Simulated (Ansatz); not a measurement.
# HgTe (zincblende type): the cost of one run

Method: DFT PBEsol, with the methods named in each step, in Ansatz 0.2.0.

**1. The system as given**

It takes space group F-43m (No. 216, cubic). Conventional cell: a = 6.214 Å, b = 6.214 Å, c = 6.214 Å, α = 90.00°, β = 90.00°, γ = 90.00°. Hg (site symmetry -43m) is surrounded by 4 Te at 2.69 Å. Te (site symmetry -43m) is surrounded by 4 Hg at 2.69 Å.

Coordinates:

```cif
data_structure
_symmetry_space_group_name_H-M 'F-43m'
_symmetry_Int_Tables_number 216
_cell_length_a 6.2145
_cell_length_b 6.2145
_cell_length_c 6.2145
_cell_angle_alpha 90.000
_cell_angle_beta 90.000
_cell_angle_gamma 90.000
_cell_volume 240.00
loop_
_atom_site_label
_atom_site_type_symbol
_atom_site_symmetry_multiplicity
_atom_site_Wyckoff_symbol
_atom_site_fract_x
_atom_site_fract_y
_atom_site_fract_z
_atom_site_occupancy
Hg1 Hg 4 a 0.00000 0.00000 0.00000 1
Te1 Te 4 d 0.25000 0.25000 0.75000 1
```

The file gives the conventional cell by its symmetry; the runs use the cell typed in the input.

Whether this phase is the stable one at these pressures isn't tested.

Atoms are numbered in the order of the input: Hg1, Te2.

**2. Cell relaxed at zero pressure, PAW**

The input, input.yaml:

```yaml
crystal:
  lattice:
    - [0.0, 3.107232506, 3.107232506]
    - [3.107232506, 0.0, 3.107232506]
    - [3.107232506, 3.107232506, 0.0]
  atoms:
    - { symbol: Hg, position: [0.0, 0.0, 0.0] }
    - { symbol: Te, position: [0.25, 0.25, 0.25] }
kpoints:
  mp_grid: { grid: [12, 12, 12] }
scf:
  occupations: { method: fermi_dirac, width: 0.05 }
hamiltonian:
  xc: pbesol
  pseudopotentials: { kind: paw }
output:
  forces: true
  stress: true
relax:
  f_tol: 0.005
  max_steps: 40
  cell: {}
```

Command:

```bash
$ ansatz run input.yaml --threads 1 --pin off --max-ram 2048MiB --backend cpu --events-out ev --progress --plain --runs-dir out
```

Q: Estimate wall time and peak memory on 1 thread of Arm Neoverse V1, shared host.

About 38 s, with a peak of 0.41 GiB.
